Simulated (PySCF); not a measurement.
# SnH: a composite coupled-cluster curve

What constants does extrapolated CCSD(T) give for SnH, and what does each step add?

Computed with PySCF 2.14.0. Level: CCSD(T) on ROHF, scalar-relativistic core potentials.

2 further runs of the same task are left out: 2 set aside as unsound or not needed.

**1. Set-up**

```
molecule             : SnH
state                : doublet, unpaired electrons π ↑
smaller basis        : Sn cc-pwCVDZ-PP with ECP28, H aug-cc-pVDZ
larger basis         : Sn cc-pwCVTZ-PP with ECP28, H aug-cc-pVTZ
frozen core orbitals : 4
extrapolation        : correlation as n⁻³ (n = 2, 3), Hartree–Fock as (n+1)·exp(−9√n)
corrections          : none
distances (Å)        : 1.5763, 1.6479, 1.7196, 1.7912, 1.8629, 1.9525, 2.0420
masses (u)           : 119.9022, 1.0078
dissociation limit   : Sn + H
```

The run is started by

```bash
$ OMP_NUM_THREADS=4 python comp.py task.json out
```

**2. The runs**

Q: Predict the outcome of this session. Wanted: for each run, Re; ωe; ωexe; αe; De.

As calculated:

| level | Re (Å) | ωe (cm⁻¹) | ωexe (cm⁻¹) | αe (cm⁻¹) | De (eV) |
| --- | --- | --- | --- | --- | --- |
| CCSD(T), smaller basis | 1.7769 | 1689.7 | 30.8 | 0.155 | 2.529 |
| CCSD(T), larger basis | 1.7687 | 1709.5 | 28.6 | 0.149 | 2.661 |
| HF/CBS | 1.7665 | 1792.8 | 24.7 | 0.130 | 1.752 |
| MP2/CBS | 1.7501 | 1782.1 | 25.2 | 0.138 | 2.494 |
| CCSD/CBS | 1.7629 | 1737.4 | 27.0 | 0.143 | 2.678 |
| CCSD(T)/CBS | 1.7659 | 1717.7 | 27.9 | 0.147 | 2.709 |

What this shows: The last step gives Re = 1.7659 Å, ωe = 1717.7 cm⁻¹ and De = 2.709 eV; the smaller basis alone is off from it by +11.0 mÅ and -0.18 eV. Near the minimum the mean field binds by 1.75 eV and correlation adds 0.96 eV of binding. T1 is 0.015. Spin–orbit coupling and excitations beyond (T) are left out.
